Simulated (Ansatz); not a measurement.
This script makes a ranking of polymorphs by energy of 2 structures of Os with the Ansatz DFT code, driven from Python.

Contents of `os_p6_3_mmc.extxyz`:
```text
2
Lattice="2.7341 0.0 0.0 -1.36705 2.36780006 0.0 0.0 0.0 4.3197" Properties=species:S:1:pos:R:3 pbc="T T T"
Os   -0.00000000    1.57853337    1.07992500
Os    1.36705000    0.78926669    3.23977500
```

`os_fm_3m.vasp`
```text
Os
1.0
   0.00000000    1.94500000    1.94500000
   1.94500000    0.00000000    1.94500000
   1.94500000    1.94500000    0.00000000
Os
1
Direct
   0.00000000    0.00000000    0.00000000
```

`run_polymorphs.py`:
```python
"""Polymorphs of Os, at the given cells."""

import logging
import sys
import warnings

import ansatz
from ase.io import read
import numpy as np
import spglib

logging.basicConfig(stream=sys.stdout, format="%(levelname)s:%(name)s:%(message)s")
log = logging.getLogger("os")
log.setLevel(logging.INFO)

XC = "pbesol"
KSPACING = 0.15
SMEARING = "gaussian"
WIDTH_EV = 0.05


def ground_state(name, crystal):
    calc = crystal.calculation()
    calc = calc.basis(35 * ansatz.Ry).functional(XC)
    calc = calc.kpoints(spacing=KSPACING)
    calc = calc.occupations(SMEARING, width=WIDTH_EV).stress()
    calc = calc.band_table()
    return calc.run(threads=1, backend="cpu")


def space_group(outcome):
    sites = outcome.report["lattice"]["sites"]
    kinds = sorted({site["symbol"] for site in sites})
    cell = (outcome.lattice.cell_ang, [site["position_frac"] for site in sites], [kinds.index(site["symbol"]) for site in sites])
    return spglib.get_spacegroup(cell, symprec=0.01)


def volume_per_atom(outcome):
    return abs(np.linalg.det(outcome.lattice.cell_ang)) / len(outcome.lattice.sites)


def pressure_gpa(outcome):
    return float(np.trace(outcome.report["stress_gpa"]) / 3)

warnings.simplefilter("ignore", ansatz.DeckWarning)

phases = {}
p6_3_mmc = ansatz.Crystal.from_extxyz("os_p6_3_mmc.extxyz")
phases["P6_3/mmc"] = p6_3_mmc
atoms = read("os_fm_3m.vasp", format="vasp")
fm_3m = ansatz.Crystal.from_ase(atoms)
phases["Fm-3m"] = fm_3m

done = {name: ground_state(name, crystal) for name, crystal in phases.items()}

energy = {name: o.report["energy_sigma0_ev"] / len(o.lattice.sites) for name, o in done.items()}
lowest = min(energy.values())
rows = [(name, len(o.lattice.sites), 1000 * (energy[name] - lowest), space_group(o), volume_per_atom(o), pressure_gpa(o)) for name, o in done.items()]
rows.sort(key=lambda row: row[2])
log.info("     phase       atoms  dE (meV/atom)  space group  V (A^3/atom)     P (GPa)")
for row in rows:
    log.info(f"{str(row[0]):>10}  {row[1]:10d}  {row[2]:13.1f}  {str(row[3]):>11}  {row[4]:12.3f}  {row[5]:10.2f}")
```

Which of these structures comes out lowest, and how far apart are they?

By space group at the end of each run: P6_3/mmc (+0 meV an atom, 14.0 Å³) and Fm-3m (+188 meV an atom, 14.7 Å³).

The output:

```console
$ python run_polymorphs.py
INFO:os:     phase       atoms  dE (meV/atom)  space group  V (A^3/atom)     P (GPa)
INFO:os:  P6_3/mmc           2            0.0  P6_3/mmc (194)        13.982       -2.81
INFO:os:     Fm-3m           1          188.1  Fm-3m (225)        14.716      -20.32
```

Caveats:
- The run is spin-unpolarised.
- Pressure is positive in compression.
- Spin-orbit coupling, which matters for elements this heavy, is left out.
- The cells come from databases of deposited and of computed structures, and not all need be stable phases.
- The ranking holds among these structures alone, at zero temperature; the ground state may be another structure. Differences under about 40 meV an atom lie within the error of mesh and functional.
- The whole script took 10 s on 1 thread of Arm Neoverse V1 (shared host), peak memory 0.49 GiB.
